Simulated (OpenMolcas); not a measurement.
# Mo⁵⁺ among point charges: CASSCF and CASPT2 levels and susceptibility

Aim: the splitting of the states of Mo⁵⁺ in the field of 5 point charges, its lowest levels with spin-orbit coupling and its magnetic susceptibility.

The numbers are computed with OpenMolcas 26.06 (state-averaged CASSCF and CASPT2, spin-orbit coupling by RASSI with atomic mean-field integrals), except any that are marked as measured or tabulated.

**1. Starting point**

* Species: Mo⁵⁺ (molybdenum, Z = 42, 37 electrons)
* Basis: ANO-RCC-VDZP [6s5p3d1f], 43 functions
* Scalar Hamiltonian: DKH2, point nucleus
* Inactive shells: 1s 2s 2p 3s 3p 3d 4s 4p
* Active space: 1 electron in 5 orbitals (4d)
* Some configurations of this space: 4d
* Orbitals: optimised for each spin and parity, averaged over all roots

The outer shells:

4d
```
4d [↑ ][  ][  ][  ][  ]
```

The ion sits among 5 point charges of -2 e arranged as a trigonal bipyramid (D3h), 1.96 Å from the ion, with the axial distance 1.882 Å.

Each step is its own input file, run in one work folder so that later steps find the files of earlier ones. Labels, J, g values, rates, χT and fits are worked out afterwards by a script from the matrices that RASSI stores.

**2. One- and two-electron integrals**

The input, a.inp:

```
&GATEWAY
Coord
1

Mo 0.0 0.0 0.0
Basis=ANO-RCC-VDZP
Group=NoSym
NoMove
AngMom=0.0 0.0 0.0
AMFI
XField
5 Angstrom 0
1.960000 0.000000 0.000000 -2.000000
-0.980000 1.697410 0.000000 -2.000000
-0.980000 -1.697410 0.000000 -2.000000
0.000000 0.000000 1.881600 -2.000000
0.000000 0.000000 -1.881600 -2.000000
&SEWARD
```

**3. CASSCF: doublets, 5 roots**

The input, a.inp:

```
&RASSCF
FileOrb=start.orb
Symmetry=1
Spin=2
nActEl=1 0 0
Inactive=18
Ras2=5
CIRoot=5 5 1
SDav=5
CIMx=300
Iter=120 100
PrWF=0.3
OrbListing=Nothing
MaxOrb=0
>>> COPY $Project.JobIph JOB001
```

start.orb holds the contracted functions of the basis, ordered by shell, or the orbitals of the step before.

**4. State interaction with spin-orbit coupling**

The input, a.inp:

```
&RASSI
NrOfJobIphs=1 5
1 2 3 4 5
IphNames
JOB001
EJob
SpinOrbit
DIPRint=1.0
SOCoupling=1000.0
Subsets=2
Property=9
'ANGMOM' 1 'ANGMOM' 2 'ANGMOM' 3 'MLTPL  1' 1 'MLTPL  1' 2 'MLTPL  1' 3
'AMFI' 1 'AMFI' 2 'AMFI' 3
SOProperty=3
'ANGMOM' 1 'ANGMOM' 2 'ANGMOM' 3
```

**5. CASPT2: IPEA 0.25, imaginary shift 0.1 (closed shells correlated: 4s 4p)**

The input, a.inp:

```
>>> COPY JOB001 $Project.JobIph
&CASPT2
Multistate=5 1 2 3 4 5
NoMult
Frozen=14
IPEA=0.25
Imaginary=0.1
MaxIter=60
WThr=0.0 0.3 0.05
PrWF=0.5
NoMix
```

(Steps that only read results are left out.)

What does the calculation give? Wanted: spin-free ground state; first state of the same spin within the active space; lowest level; next level.

As calculated:

| quantity | value |
| --- | --- |
| method | SS-CASPT2, IPEA 0.25, imaginary shift 0.1 (closed shells correlated: 4s 4p) |
| spin-free ground state | 2E, 2-fold in its orbital part |
| first state of the same spin within the active space | 2E at 1490 cm⁻¹ |
| lowest level | 2-fold E3/2, g = 0.00, 0.00, 2.14 |
| next level | 2150.7 cm⁻¹ |
| χT at 300 K | 0.19 cm³ K/mol |
| effective moment at 300 K | 1.23 μB |

Cost by method:

| method | time of its own steps | time with the reference |
| --- | --- | --- |
| A. CASSCF | 1.6 s | 1.6 s |
| B. SS-CASPT2, IPEA 0.25, imaginary shift 0.1, +4s 4p | 0.62 s | 2.3 s |

Times are of one thread on a shared host.

**Reading.** The spin-free ground state (2E) comes to 100 % from free-ion D terms and keeps the highest spin of the shell. χT at 300 K is 0.19, against 0.38 cm³ K/mol for the spin alone, so orbital moment lowers it. CASPT2 does not keep the components of a term degenerate, and the means are used. The field of point charges can differ much from that of real complexes. This is an electrostatic model: the charges have no orbitals.
